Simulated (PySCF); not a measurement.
C2NH5, in a box:

```
C N H
1.0
    12.00000    0.00000    0.00000
     0.00000   13.00000    0.00000
     0.00000    0.00000   11.00000
C N H
2 1 5
Direct
  0.45225 0.56341 0.50514
  0.54678 0.50473 0.55971
  0.54967 0.41057 0.58783
  0.47748 0.59733 0.41835
  0.37966 0.51439 0.49021
  0.42846 0.62733 0.56445
  0.62251 0.54940 0.57719
  0.47533 0.37590 0.56806
```

Base run:

* Program: PySCF 2.14.0
* Functional: PBE
* Potentials or basis: cc-pvdz (all-electron)
* k mesh: 1 × 1 × 1
* Occupations: fixed
* Spin: no spin polarisation

Its results: gap between the frontier levels 4.91 eV.

**Question.** After a change of settings the same cell gave: gap between the frontier levels 5.84 eV. Which change was it?
A. functional from PBE to SCAN0
B. functional from PBE to PBE0; dispersion from none to D4
C. functional from PBE to TASK
D. functional from PBE to B3LYP5; dispersion from none to D3

**Answer.** C.

TASK gives the wider gap, since meta-GGAs in the generalised Kohn-Sham scheme recover part of the derivative discontinuity.

Caveats: this is a molecule in a periodic box at the Γ point, so its band gap is the HOMO-LUMO gap; the basis of atomic orbitals isn't converged, which shifts pressures, moduli and gaps.
